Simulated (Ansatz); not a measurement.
# AlH₆NSeSi: a ladder of functionals and wavefunction methods

An exercise on one series of results from a longer session: the logs are not shown, and one member is left open.

Method: functionals in def2-TZVPP, the program's frozen cores in correlated methods; program: Ansatz 0.2.0, Gaussian basis.

Levels to be run: PBE-D4, r2SCAN-D4, PBE0-D4, B3LYP-D4, ωB97X-V, ωB97M-V, B2PLYP; CCSD(T)/def2-TZVPP; MP2/def2-QZVPP; extrapolation to the limit.

## The geometry

An earlier PBE0-D4 in a triple-zeta def2 set relaxation fixed the geometry.

SMILES `[SiH3][NH][AlH][SeH]`, 10 atoms, charge 0, spin multiplicity 1.

Atoms are counted from 1 here; the program's logs count them from 0.

Bond lengths: Si1–N2 1.726 Å, Si1–H5 1.489 Å, Si1–H6 1.486 Å, Si1–H7 1.489 Å, N2–Al3 1.779 Å, N2–H8 1.012 Å, Al3–Se4 2.316 Å, Al3–H9 1.577 Å, Se4–H10 1.470 Å. Angles: N2–Si1–H5 112.2°, N2–Si1–H6 107.2°, N2–Si1–H7 112.2°, H5–Si1–H6 109.0°, H5–Si1–H7 107.3°, H6–Si1–H7 109.0°, Si1–N2–Al3 129.6°, Si1–N2–H8 114.8°, Al3–N2–H8 115.6°, N2–Al3–Se4 117.7°, N2–Al3–H9 120.3°, Se4–Al3–H9 122.1°, Al3–Se4–H10 90.1°.

Set-up of the first run:

in.yaml reads:

```yaml
crystal:
  periodic: [false, false, false]
  atoms:
    - {symbol: Si, position_ang: [-0.096774, 1.736600, 0.127141]}
    - {symbol: N, position_ang: [0.144630, 0.219555, 0.914895]}
    - {symbol: Al, position_ang: [0.148980, -1.423480, 0.233414]}
    - {symbol: Se, position_ang: [-0.205214, -1.644246, -2.044392]}
    - {symbol: H, position_ang: [-1.287168, 2.460902, 0.652852]}
    - {symbol: H, position_ang: [-0.302939, 1.453176, -1.317164]}
    - {symbol: H, position_ang: [1.075642, 2.642009, 0.280232]}
    - {symbol: H, position_ang: [0.303535, 0.280261, 1.912822]}
    - {symbol: H, position_ang: [0.388861, -2.671333, 1.168063]}
    - {symbol: H, position_ang: [-0.086451, -3.104645, -1.924863]}
basis:
  gaussian: {orbitals: def2-TZVPP}
hamiltonian: {xc: pbe, dispersion: d4}
output: {forces: true, orbitals: {seedname: orbitals}}
```

Run with:

```sh
$ ansatz run in.yaml --threads 4 --pin off --events-out ev --progress --plain --max-ram 10444MiB
```

Among the steps run: PBE-D4 (GGA); r2SCAN-D4 (meta-GGA); PBE0-D4 (hybrid); B3LYP-D4 (hybrid); ωB97X-V (range-separated); ωB97M-V (range-separated); B2PLYP (double hybrid); CCSD(T) in def2-TZVPP; MP2 in def2-QZVPP.

One table of the session follows, with a row left open; its other results are not shown here.

| method | atomisation energy (eV) |
| --- | --- |
| PBE-D4 | 31.265 |
| r2SCAN-D4 | 31.390 |
| PBE0-D4 | 30.985 |
| B3LYP-D4 | 31.407 |
| ωB97X-V | 31.684 |
| ωB97M-V | 31.454 |
| B2PLYP | 30.979 |
| HF/def2-TZVPP | 22.755 |
| MP2/def2-TZVPP | ? |
| CCSD/def2-TZVPP | 30.207 |
| CCSD(T)/def2-TZVPP | 30.608 |
| MP2/CBS | 31.693 |
| CCSD(T)/CBS | 31.609 |

Q: Estimate the row for MP2/def2-TZVPP from the others.

As computed: atomisation energy (eV): 30.692. In the column «atomisation energy (eV)» it lies between CCSD(T)/def2-TZVPP (30.608) and B2PLYP (30.979).

Caveats from the session: Free atoms (1 Si, 1 N, 1 Al, 1 Se, 6 H) were run apart at each level; the atomisation energy is their sum less the molecule, without zero-point or spin-orbit terms.
